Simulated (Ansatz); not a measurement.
Sr3Hg, space group Pm-3m: an equation of state with a fit, run with the Python package of Ansatz (0.2.0).

`eos.py`:
```python
"""Energy against volume for Sr3Hg, with a fit."""

import ansatz as az
import numpy as np
from scipy.optimize import curve_fit

VECTORS = np.array([
    [5.513, 0.0, 0.0],
    [0.0, 5.513, 0.0],
    [0.0, 0.0, 5.513],
])
SITES = [
    ("Sr", (0.5, 0.5, 0.0)),
    ("Sr", (0.5, 0.0, 0.5)),
    ("Sr", (0.0, 0.5, 0.5)),
    ("Hg", (0.0, 0.0, 0.0)),
]


def build(cell):
    crystal = az.Crystal(lattice=az.Lattice.of(cell))
    for symbol, position in SITES:
        crystal = crystal.atom(symbol, position)
    return crystal

def vinet(v, e0, v0, b0, b1):
    eta = (v / v0) ** (1 / 3)
    return e0 + 2 * b0 * v0 / (b1 - 1) ** 2 * (2 - (5 + 3 * b1 * (eta - 1) - 3 * eta) * np.exp(-1.5 * (b1 - 1) * (eta - 1)))

# scale the volume, keep shape and fractions
volumes, energies, pressures = [], [], []
for scale in np.linspace(0.92, 1.08, 7):
    cell = VECTORS * scale ** (1 / 3)
    setup = (
        build(cell).calculation()
        .pseudopotentials("paw", azcp={"folder": "soft_1"})
        .functional(az.Functional.R2SCAN)
        .occupations("fermi_dirac")
        .basis(600)
        .kpoints(4, 4, 4)
        .stress()
    )
    rep = setup.run(threads=1, pin="off").report
    volumes.append(abs(np.linalg.det(cell)) / len(SITES))
    energies.append(rep["free_energy_ev"] / len(SITES))
    pressures.append(np.trace(rep["stress_gpa"]) / 3)
    print(f"V = {volumes[-1]:8.4f} A^3/atom  F = {energies[-1]:.5f} eV/atom  P = {pressures[-1]:8.3f} GPa")

guess = (min(energies), volumes[int(np.argmin(energies))], 0.5, 4.5)
(e0, v0, b0, b1), _ = curve_fit(vinet, np.array(volumes), np.array(energies), p0=guess, maxfev=20000)
print(f"Vinet fit: V0 = {v0:.4f} A^3/atom, B0 = {160.21766 * b0:.1f} GPa, B1 = {b1:.2f}")
print("largest residual", round(1000 * float(np.abs(vinet(np.array(volumes), e0, v0, b0, b1) - energies).max()), 3), "meV/atom")
```

Estimate the equilibrium volume and the bulk modulus.

A third-order Birch-Murnaghan fit through the 7 points (the script's own form differs a little) has its minimum at 40.28 Å³ an atom, 3.9 % below the typed cell, with a bulk modulus of 16 GPa and dB/dP = 4.0. From that minimum the energy rises by 4.1 meV an atom on the compressed side and 25.8 meV on the expanded side.

The output:

```console
$ python eos.py
V =  38.5382 A^3/atom  F = -6123.90390 eV/atom  P =    0.789 GPa
V =  39.6553 A^3/atom  F = -6123.90753 eV/atom  P =    0.263 GPa
V =  40.7723 A^3/atom  F = -6123.90772 eV/atom  P =   -0.196 GPa
V =  41.8894 A^3/atom  F = -6123.90493 eV/atom  P =   -0.596 GPa
V =  43.0064 A^3/atom  F = -6123.89953 eV/atom  P =   -0.945 GPa
V =  44.1235 A^3/atom  F = -6123.89186 eV/atom  P =   -1.248 GPa
V =  45.2405 A^3/atom  F = -6123.88222 eV/atom  P =   -1.510 GPa
Vinet fit: V0 = 40.2763 A^3/atom, B0 = 16.4 GPa, B1 = 3.94
largest residual 0.001 meV/atom
```

Caveats:
- Absolute energies stand on the zero of these potentials, so only differences at equal settings mean something.
- The mesh is modest for a metal, so energies can be off by several to tens of meV an atom and pressures by half a GPa or more; differences at equal mesh fare better.
- Pressure is positive in compression.
- Spin-orbit coupling, which matters for elements this heavy, is left out.
- The structure comes from a database of computed cells and needn't be a stable or known phase.
- Hardware and time: 120 s on 1 thread of Intel(R) Xeon(R) Processor @ 2.30GHz, on a shared host, peak memory 1.2 GiB.
